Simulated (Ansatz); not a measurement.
**CH3ClGeO: how energies converge with the basis set**

The task here is to estimate one member of a computed series from the others.

Method: one geometry, several basis sets; program: Ansatz 0.2.0, Gaussian basis.

Levels to be run: PBE0-D4/def2-SVP; ωB97M-V/def2-SVP; PBE0-D4/def2-QZVPP; ωB97M-V/def2-QZVPP; the functionals' def2-TZVPP values are taken from earlier runs.

### Structure used throughout

An earlier PBE0-D4 in a triple-zeta def2 set relaxation fixed the geometry.

SMILES `O=[CH][GeH2][Cl]`, 7 atoms, charge 0, spin multiplicity 1.

Atoms are counted from 1 here; the program's logs count them from 0.

Bond lengths: O1–C2 1.197 Å, C2–Ge3 2.008 Å, C2–H5 1.114 Å, Ge3–Cl4 2.157 Å, Ge3–H6 1.533 Å, Ge3–H7 1.533 Å. Angles: O1–C2–Ge3 120.9°, O1–C2–H5 121.5°, Ge3–C2–H5 117.6°, C2–Ge3–Cl4 106.1°, C2–Ge3–H6 111.1°, C2–Ge3–H7 111.1°, Cl4–Ge3–H6 108.1°, Cl4–Ge3–H7 108.1°, H6–Ge3–H7 112.2°.

The first run:

in.yaml

```yaml
crystal:
  periodic: [false, false, false]
  atoms:
    - {symbol: O, position_ang: [0.989568, -1.661571, 0.986995]}
    - {symbol: C, position_ang: [0.237049, -1.207752, 0.174257]}
    - {symbol: Ge, position_ang: [-0.025483, 0.775297, 0.004313]}
    - {symbol: Cl, position_ang: [-1.457432, 1.054862, -1.583744]}
    - {symbol: H, position_ang: [-0.341476, -1.865551, -0.513229]}
    - {symbol: H, position_ang: [-0.619118, 1.365230, 1.288777]}
    - {symbol: H, position_ang: [1.278191, 1.471485, -0.403070]}
basis:
  gaussian: {orbitals: def2-SVP}
hamiltonian: {xc: pbe0, dispersion: d4}
output: {orbitals: {seedname: orbitals}}
```

On the command line:

```console
ansatz run in.yaml --threads 2 --pin off --events-out ev --progress --plain --max-ram 4352MiB
```

Among the steps run: PBE0-D4 in def2-SVP; ωB97M-V in def2-SVP; PBE0-D4 in def2-QZVPP; ωB97M-V in def2-QZVPP.

One of the session's tables, all rows but one given; the rest of the session is left out.

| functional | basis | HOMO (eV) | LUMO (eV) |
| --- | --- | --- | --- |
| PBE0-D4 | def2-SVP | -7.31 | -1.74 |
| PBE0-D4 | def2-TZVPP | -7.45 | -1.95 |
| PBE0-D4 | def2-QZVPP | -7.48 | -2.01 |
| ωB97M-V | def2-SVP | ? | ? |
| ωB97M-V | def2-TZVPP | -9.67 | 0.35 |
| ωB97M-V | def2-QZVPP | -9.71 | 0.25 |

Q: Estimate the row for ωB97M-V, def2-SVP from the others.

The run gave: HOMO (eV): -9.50; LUMO (eV): 0.65. In the column «HOMO (eV)» it lies between ωB97M-V, def2-TZVPP (-9.67) and PBE0-D4, def2-QZVPP (-7.48).
